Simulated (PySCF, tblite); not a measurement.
# C2H11ClGe3: geometry, infrared bands and NMR shifts

Aim: predict the infrared bands and NMR shifts of C2H11ClGe3 (`C[CH2][GeH2][Ge@@H]([Cl])[GeH3]`).

The runs use tblite 0.8.0 and PySCF 2.14.0, with density-fitted response routines of our own; the level of theory stands in each step. All values are computed, except where a source is named. Atoms count from 0, in the outputs and in this text.

### 1 Starting geometry

17 atoms, charge 0, multiplicity 1; geometry from: force field or distance geometry start.

Bonds of the start (Å): C0–C1 1.51, C1–Ge2 1.95, Ge2–Ge3 2.39, Ge3–Cl4 2.15, Ge3–Ge5 2.39, C0–H6 1.12, C0–H7 1.11, C0–H8 1.11, C1–H9 1.12, C1–H10 1.11, Ge2–H11 1.56, Ge2–H12 1.55, Ge3–H13 1.56, Ge5–H14 1.56, Ge5–H15 1.56, Ge5–H16 1.56.

### 2 Optimising the geometry with GFN2-xTB

Job settings and geometry (Å):

```
{"job": {"kind": "relax", "xc": "GFN2-xTB", "basis": "xTB"}, "charge": 0, "multiplicity": 1}
C     -1.788100     1.174000     0.208400
C     -1.651000    -0.288400     0.563200
Ge    -0.690400    -1.259900    -0.829800
Ge     1.479700    -0.306500    -1.128000
Cl     1.321800     1.531500    -2.229900
Ge     2.406800     0.140700     1.033600
H     -2.365500     1.703200     1.002000
H     -2.340000     1.285500    -0.746100
H     -0.793500     1.650500     0.117000
H     -1.080900    -0.387700     1.525900
H     -2.652400    -0.750400     0.706400
H     -1.492700    -1.155800    -2.161100
H     -0.567200    -2.742600    -0.411500
H      2.389600    -1.312000    -1.889400
H      1.476300     1.129600     1.795800
H      2.524400    -1.181000     1.846800
H      3.816100     0.781200     0.872400
```

Run with:

```sh
> OMP_NUM_THREADS=1 python probes_run.py task.json out
```

The driver reads the jobs from task.json and runs them one after another.

The program printed:

```text
step      E/eV     max force
  0    -551.55008    1.020
  1    -551.62452    0.616
  2    -551.67878    0.605
  3    -551.70738    0.516
  4    -551.73296    0.364
  5    -551.74625    0.272
  6    -551.75764    0.347
  7    -551.76569    0.304
  8    -551.77419    0.297
  9    -551.78116    0.293
 10    -551.78715    0.218
 11    -551.79168    0.222
 12    -551.79503    0.155
 13    -551.79701    0.120
 14    -551.79818    0.101
 15    -551.79905    0.072
 16    -551.79968    0.058
 17    -551.80009    0.044
 18    -551.80037    0.042
 19    -551.80063    0.048
 20    -551.80099    0.077
 21    -551.80145    0.088
 22    -551.80192    0.068
 23    -551.80227    0.040
 24    -551.80255    0.037
 25    -551.80283    0.055
 26    -551.80325    0.076
 27    -551.80381    0.072
 28    -551.80441    0.064
 29    -551.80489    0.046
 30    -551.80528    0.049
 31    -551.80573    0.064
 32    -551.80633    0.066
 33    -551.80704    0.069
 34    -551.80777    0.066
 35    -551.80851    0.065
 36    -551.80935    0.073
 37    -551.81021    0.092
 38    -551.81084    0.077
 39    -551.81118    0.044
 40    -551.81139    0.047
 41    -551.81160    0.041
 42    -551.81182    0.054
 43    -551.81204    0.044
 44    -551.81227    0.051
 45    -551.81251    0.052
 46    -551.81275    0.039
 47    -551.81293    0.034
 48    -551.81307    0.040
 49    -551.81322    0.043
 50    -551.81349    0.053
 51    -551.81397    0.088
 52    -551.81468    0.104
 53    -551.81539    0.077
 54    -551.81585    0.041
 55    -551.81609    0.030
 56    -551.81629    0.036
 57    -551.81652    0.038
 58    -551.81675    0.034
 59    -551.81694    0.032
 60    -551.81708    0.024
 61    -551.81719    0.023
 62    -551.81729    0.025
 63    -551.81740    0.024
 64    -551.81748    0.019
 65    -551.81754    0.016
 66    -551.81759    0.016
 67    -551.81763    0.019
 68    -551.81770    0.022
 69    -551.81781    0.031
 70    -551.81795    0.034
 71    -551.81807    0.024
 72    -551.81815    0.019
 73    -551.81823    0.020
 74    -551.81833    0.025
 75    -551.81848    0.029
 76    -551.81866    0.037
 77    -551.81884    0.042
 78    -551.81900    0.037
 79    -551.81915    0.026
 80    -551.81928    0.023
 81    -551.81937    0.018
 82    -551.81943    0.016
 83    -551.81947    0.017
 84    -551.81952    0.019
 85    -551.81957    0.016
 86    -551.81961    0.014
 87    -551.81964    0.013
 88    -551.81966    0.014
 89    -551.81968    0.014
 90    -551.81972    0.018
 91    -551.81976    0.016
 92    -551.81980    0.010
```

Wall time 0.74 s (1 thread of Arm Neoverse V2, shared host).

Step by step: (not every step is listed)

```tsv
step	energy from step 0 (eV)	largest force (eV/Å)
0	0.0000	1.0200
1	-0.0744	0.6164
2	-0.1287	0.6046
3	-0.1573	0.5164
4	-0.1829	0.3644
5	-0.1962	0.2723
6	-0.2076	0.3468
7	-0.2156	0.3040
8	-0.2241	0.2968
15	-0.2490	0.0724
22	-0.2518	0.0680
29	-0.2548	0.0459
36	-0.2593	0.0728
43	-0.2620	0.0442
50	-0.2634	0.0532
57	-0.2664	0.0381
64	-0.2674	0.0187
71	-0.2680	0.0242
78	-0.2689	0.0365
85	-0.2695	0.0162
87	-0.2696	0.0134
88	-0.2696	0.0136
89	-0.2696	0.0140
90	-0.2696	0.0181
91	-0.2697	0.0163
92	-0.2697	0.0097
```

Close pairs (by a distance rule), those that changed most:

```tsv
bond	before (Å)	after (Å)	change (Å)
Ge5–H16	1.556	1.500	-0.056
Ge5–H15	1.556	1.503	-0.053
Ge5–H14	1.557	1.505	-0.052
Ge2–H11	1.558	1.512	-0.046
Ge2–Ge3	2.389	2.433	+0.044
C1–Ge2	1.951	1.986	+0.035
C1–H9	1.123	1.092	-0.031
Ge2–H12	1.545	1.516	-0.030
```

The next job starts from the end point, and lists it.

### 3 Harmonic vibrations with GFN2-xTB

Job settings and geometry (Å):

```
{"job": {"kind": "ir", "xc": "GFN2-xTB", "basis": "xTB"}, "charge": 0, "multiplicity": 1}
C     -1.842407     1.144014     0.335636
C     -1.834862    -0.367758     0.521189
Ge    -0.791213    -1.252509    -0.918735
Ge     1.475911    -0.379559    -1.043593
Cl     1.548112     1.239601    -2.410281
Ge     2.571607     0.291995     1.004631
H     -2.425882     1.631632     1.114910
H     -2.271734     1.408058    -0.630025
H     -0.825857     1.540309     0.372100
H     -1.397471    -0.620266     1.489889
H     -2.856890    -0.749882     0.522030
H     -1.503089    -1.056609    -2.238453
H     -0.787501    -2.753561    -0.707303
H      2.398399    -1.427658    -1.704512
H      1.815692     1.311612     1.813557
H      2.793397    -0.849123     1.957524
H      3.926789     0.901733     0.797270
```

The program printed:

```text
mode    cm-1     km/mol
  1     -10.9      0.05
  2      18.5      0.10
  3      41.4      1.32
  4      49.2      0.13
  5      80.8      2.40
  6      93.3      4.90
  7     105.7      2.78
  8     194.1      1.05
  9     208.8      0.31
 10     241.0      4.16
 11     266.4      4.63
 12     348.6     10.79
 13     362.8     28.38
 14     367.8     51.93
 15     374.8     21.60
 16     532.2     13.04
 17     568.4    632.41
 18     591.9    207.63
 19     621.1     98.91
 20     631.3    264.79
 21     740.1    148.99
 22     785.0    592.04
 23     826.4    191.60
 24     858.7    117.04
 25     863.7    131.09
 26     959.1     24.38
 27    1002.1      7.91
 28    1063.4      5.71
 29    1222.5      4.52
 30    1244.9      3.71
 31    1414.1      2.88
 32    1456.6      1.49
 33    1490.9      3.35
 34    1499.7      4.70
 35    1662.5    567.28
 36    1852.7    328.77
 37    1899.6    249.44
 38    1937.3    506.42
 39    1995.4    553.88
 40    2015.4    546.43
 41    2942.5     31.49
 42    2961.3     18.18
 43    2977.0     67.50
 44    3009.3     31.39
 45    3017.9     33.24
```

Run time: 0.72 s. Hardware: 1 thread of Arm Neoverse V2, shared host.

Which atoms move in the most intense modes:

```tsv
cm⁻¹	km/mol	atoms
568	632.4	H11 41 %, H13 34 %
631	264.8	H13 89 %
785	592.0	H15 30 %, H16 29 %, H14 28 %
1662	567.3	H13 98 %
1853	328.8	H12 66 %, H11 33 %
1937	506.4	H11 66 %, H12 32 %
1995	553.9	H14 52 %, H15 43 %
2015	546.4	H16 71 %, H15 23 %
```

### 4 Nuclear shieldings: PBE0/pcSseg-1

Same as in step 3 but for these lines:

```diff
@@ -1,2 +1,2 @@
-{"job": {"kind": "ir", "xc": "GFN2-xTB", "basis": "xTB"}, "charge": 0, "multiplicity": 1}
+{"job": {"kind": "nmr", "xc": "PBE0", "basis": "pcSseg-1"}, "charge": 0, "multiplicity": 1}
 C     -1.842407     1.144014     0.335636
```

With the program's defaults for keys left out, this is: GIAO PBE0/pcSseg-1 NMR shielding, non-relativistic, gas phase.

The program printed:

```text
coarse grid: 66120 points
cycle   1  E = -6772.2166401016  dE = -1.745e+00  |g| = 1.477e+00  |ddm| = 3.891e+00
cycle   2  E = -6772.1276434705  dE =  8.900e-02  |g| = 1.517e+00  |ddm| = 1.557e+00
cycle   3  E = -6772.3606500429  dE = -2.330e-01  |g| = 1.699e-01  |ddm| = 1.085e+00
cycle   4  E = -6772.3661249997  dE = -5.475e-03  |g| = 6.033e-02  |ddm| = 2.183e-01
cycle   5  E = -6772.3669408679  dE = -8.159e-04  |g| = 8.504e-03  |ddm| = 5.902e-02
cycle   6  E = -6772.3669495086  dE = -8.641e-06  |g| = 2.538e-03  |ddm| = 8.654e-03
final grid: 132368 points
cycle   7  E = -6772.3668351224  dE =  1.755e-07  |g| = 2.694e-03  |ddm| = 5.899e-03
cycle   8  E = -6772.3668345177  dE =  6.047e-07  |g| = 3.109e-03  |ddm| = 5.935e-03
cycle   9  E = -6772.3668367001  dE = -2.182e-06  |g| = 3.974e-04  |ddm| = 3.292e-03
cycle  10  E = -6772.3668367117  dE = -1.160e-08  |g| = 2.036e-05  |ddm| = 2.056e-04
cycle  11  E = -6772.3668367118  dE = -9.277e-11  |g| = 6.257e-06  |ddm| = 2.913e-05
converged SCF energy = -6772.3668367118

GIAO shielding tensors (ppm)
atom      isotropic    diamagn.    paramagn.     s11        s22        s33       span
  0 C      171.903     248.342     -76.439    162.906    167.302    185.501     22.596
  1 C      176.392     250.398     -74.006    169.696    177.862    181.617     11.921
  2 Ge    1513.778    2754.996   -1241.218   1427.099   1494.106   1620.128    193.029
  3 Ge    1385.081    2754.693   -1369.612   1190.227   1340.108   1624.907    434.680
  4 Cl    1044.438    1148.852    -104.414    966.253   1067.681   1099.381    133.129
  5 Ge    1657.921    2754.587   -1096.667   1613.789   1634.014   1725.959    112.170
  6 H       30.090      28.752       1.338     24.857     26.669     38.744     13.887
  7 H       30.432      30.266       0.166     26.229     28.680     36.388     10.159
  8 H       30.338      32.175      -1.837     24.420     31.509     35.085     10.665
  9 H       30.565      31.858      -1.293     26.847     28.008     36.840      9.992
 10 H       30.432      29.550       0.882     24.544     27.855     38.897     14.353
 11 H       27.570      29.320      -1.750     21.023     22.664     39.022     17.999
 12 H       27.474      29.218      -1.744     20.480     22.062     39.879     19.399
 13 H       25.692      27.828      -2.136     19.176     20.908     36.991     17.815
 14 H       28.121      28.774      -0.653     20.787     24.170     39.406     18.619
 15 H       28.282      28.627      -0.345     21.184     22.769     40.892     19.708
 16 H       28.056      28.078      -0.022     20.865     22.519     40.784     19.919
```

It took 72 s on 1 thread of Arm Neoverse V2, shared host; peak memory 1.1 GiB.

Shifts follow as δ = σ(reference) − σ, with reference shieldings (ppm) from runs at the same level and on the same kind of geometry: 1H TMS 31.72, 13C TMS 186.9, 73Ge GeMe4 1331, 35Cl HCl 950. The references are single molecules in the gas phase. Atoms listed in one row are averaged.

```tsv
atoms	environment	σ (ppm)	δ (ppm)
C0	methyl carbon	171.9	15.0
C1	sp3 CH2 bonded to Ge	176.4	10.5
H13	hydrogen on a germanium bonded to Cl, 2 Ge	25.69	6.03
H12	hydrogen on a germanium bonded to C, Ge	27.47	4.24
H11	hydrogen on a germanium bonded to C, Ge	27.57	4.15
H14, H15, H16	hydrogen on a germanium bonded to Ge	28.15	3.56
H6, H7, H8	hydrogen on a methyl carbon	30.29	1.43
H10	hydrogen on an sp3 CH2 bonded to Ge	30.43	1.29
H9	hydrogen on an sp3 CH2 bonded to Ge	30.57	1.15
Ge3	germanium bonded to Cl, 2 Ge, H	1385	-54
Ge2	germanium bonded to C, Ge, 2 H	1514	-183
Ge5	germanium bonded to Ge, 3 H	1658	-327
Cl4	chlorine bonded to Ge	1044	-95
```

The run also stored atomic charges by several schemes (e):

```tsv
atoms	Mulliken	IAO	Hirshfeld	ESP fit
C0	-0.28	-0.41	-0.12	-0.21
C1	-0.51	-0.48	-0.14	-0.04
Ge2	0.18	0.37	0.25	0.17
Ge3	0.12	0.32	0.20	0.09
Cl4	-0.33	-0.31	-0.17	-0.19
Ge5	0.03	0.20	0.20	0.18
```

Mayer bond orders: C0–C1 1.03, C1–Ge2 0.96, Ge2–Ge3 0.89, Ge3–Cl4 0.93, Ge3–Ge5 0.90.

The fields below are evaluated on a grid from the run's orbitals.

Frontier orbitals at PBE0/pcSseg-1, with the share of their density that lies nearest to each atom:

```tsv
orbital	energy (eV)	lies on
HOMO	-7.81	Cl4 25 %; Ge2, Ge3 about 19 % each; Ge5 11 %
LUMO	-0.75	Ge3 32 %; Cl4 22 %; H12, H13, H15 about 8 % each
```

ELF in a plane through or near 6 of the atoms.

Ten even steps from ' ' (0.00) to '@' (1.00):
```
                                                        
                                                        
                                                        
                --####--            --::                
              ..##@@@@@@::        ++@@@@##              
        ::::..::@@@@@@@@==    ..::%%@@@@@@::            
      --%%@@**--##@@@@@@::  ++##++%%@@@@@@..            
    ..@@@@@@@@--..--##==    ##@@##::****::              
    ..@@@@@@@@::::..==--..  ..==**++**--                
      ##@@@@@@--..--##++--      ==##++..                
      ..====--==**%%--::====--::::--..                  
              ::++--==++::##++::----..                  
              ..==::##**::%%==....==--                  
            ..%%@@@@::..--##==::++@@@@**..              
            --@@@@@@@@++--==--**@@@@@@@@--              
            ::@@@@@@@@==..  ..++@@@@@@%%::              
              ##@@@@##::      ::##@@%%--                
                ..::..            ..                    
                                                        
                                                        
```
The map spans 13.2 Å across and 10.0 Å up, centred on the molecule. Atoms in the plane (x, y in Å): C0 (1.8, 1.1), Ge3 (-1.4, -1.1), H6 (2.3, 2.0), H11 (1.7, -2.3), H13 (-2.3, -2.4), H16 (-4.0, 0.9).

log10 of the density (e/Å³) in the same plane.

Ten even steps from '0' (-4.0) to '9' (1.7):
```
0000000000000000000000000000
0000000000000000000000000000
0000000111111000011100000000
0000012233332111223321000000
0001122344443222344432100000
0012334456654334556643100000
0023445556654345667653200000
0123566666554456677653200000
0124567677554446676643200000
0023456666655445666543200000
0012344556666555555442100000
0012234456887656655432100000
0000123456997667665432000000
0000123566666566665432000000
0000023567655556675431000000
0000013455544445555431000000
0000012344433334444321000000
0000001222222222222110000000
0000000111111111111000000000
0000000000000000000000000000
```
The map spans 13.2 Å across and 10.0 Å up, centred on the molecule. Atoms in the plane (x, y in Å): C0 (1.8, 1.1), Ge3 (-1.4, -1.1), H6 (2.3, 2.0), H11 (1.7, -2.3), H13 (-2.3, -2.4), H16 (-4.0, 0.9).

On the surface of density 0.002 e/bohr³ the electrostatic potential runs, from the 1st to the 99th percentile, from -0.65 V near Cl4 to 1.17 V near Ge3.

### 5 What came out

| quantity | value |
| --- | --- |
| strongest single infrared mode (GFN2-xTB) | 568 cm⁻¹, 632 km/mol |
| zero-point energy (GFN2-xTB) | 67.8 kcal/mol |
| 13C shifts against TMS (PBE0/pcSseg-1) | 15.0, 10.5 ppm |
| 1H shifts against TMS (PBE0/pcSseg-1, means over atoms taken as alike) | 6.03, 4.24, 4.15, 3.56, 1.43, 1.29, 1.15 ppm |
| 73Ge shifts against GeMe4 (PBE0/pcSseg-1) | -54, -183, -327 ppm |
| 35Cl shifts against HCl (PBE0/pcSseg-1) | -95 ppm |
| surface potential, 1st and 99th percentile | -0.65 V and 1.17 V |

**Reading.** Relaxing lowered the energy by 0.270 eV in 92 steps; the close pair that moved most is Ge5–H16, from 1.556 to 1.500 Å. The lowest mode is slightly imaginary (11i cm⁻¹), a soft motion within the noise of the Hessian, so the minimum is not strictly shown. The strongest single mode, at 568 cm⁻¹, moves mainly H11 and H13. Unscaled tight-binding wavenumbers are off by several per cent, some by more. Its intensities can rank the bands wrongly. At PBE0/pcSseg-1: The widest tensor belongs to Ge3: span 435 ppm, with a paramagnetic part of -1370 ppm. At PBE0/pcSseg-1, counted by nearest atom on the grid, the HOMO lies on Cl4 25 %; Ge2, Ge3 about 19 % each, the LUMO on Ge3 32 %; Cl4 22 %. Spin-orbit coupling is left out, which matters for shieldings and couplings at and beside the heavy atoms.
